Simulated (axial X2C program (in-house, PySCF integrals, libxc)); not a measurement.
# ErC⁺: the levels of the configuration f11 s0

Aim: the spin–orbit levels of ErC⁺ that arise from the configuration f11 s0 of Er.

Computed with an in-house X2C program for linear molecules on PySCF integrals. Level: two-component X2C, average-of-configuration Hartree–Fock and CI in the open shells.

All values are calculated.

**1. Set-up**

The input, task.json:

```json
{
 "zs": [
  68,
  6
 ],
 "q": 1,
 "bas": [
  "dyall-v3z",
  "dyall-v3z"
 ],
 "r0": 2.0,
 "metal": 0,
 "shells": [
  [
   3,
   [
    0,
    1,
    2,
    3
   ],
   11
  ],
  [
   0,
   [
    0
   ],
   0
  ]
 ],
 "fix": 0,
 "emax": 2.2,
 "nroots": 4
}
```

Keys: zs atomic numbers; q charge; bas basis sets; r0 starting distance in Å; metal index of the metal atom; shells open shells as [l, |m| values, electrons]; fix electron count of the first shell held; emax energy window in eV; nroots roots for each Ω.

Run with:

```console
$ python soci.py task.json out
```

Two-component X2C with atomic mean-field Coulomb and Gaunt terms, basis Er dyall-v3z, C dyall-v3z (cores contracted in-house). Orbitals come from Hartree–Fock averaged over the configuration Er f11 s0; CI then distributes these electrons over the f, s shells of Er.

**2. CI at R = 1.974 Å**

**Question.** What will these runs give? Wanted: lowest level of the model; next level.

The runs gave:

| quantity | value |
| --- | --- |
| lowest level of the model | Ω = 5/2, g∥ = 6.01, 100% f11 |
| next level | Ω = 3/2, 5 cm⁻¹ higher |

In words: In the lowest level ⟨Sz⟩ = 0.51 and ⟨Lz⟩ = 1.99; its leading determinant has weight 0.26 among 371. The 8 lowest levels are the Ω components of the Hund's-rule level 4I15/2 of f11 (free-ion gJ = 1.200), split by the axial field over 302 cm⁻¹. Dynamic correlation is missing, so gaps between terms are too wide and other configurations may lie lower; the lowest level listed is that of this model, not necessarily the ground state. At most 4 roots were kept for each Ω > 0 (twice that for Ω = 0) within 2.2 eV of the lowest, so higher up levels can be missing between those listed; levels with Ω > 0 are doubly degenerate and listed once, Ω = 0 levels singly. States that fill the shells left empty in the average are placed too high. Along the bond the averaged SCF switches between close solutions, so this one may not be the lowest.
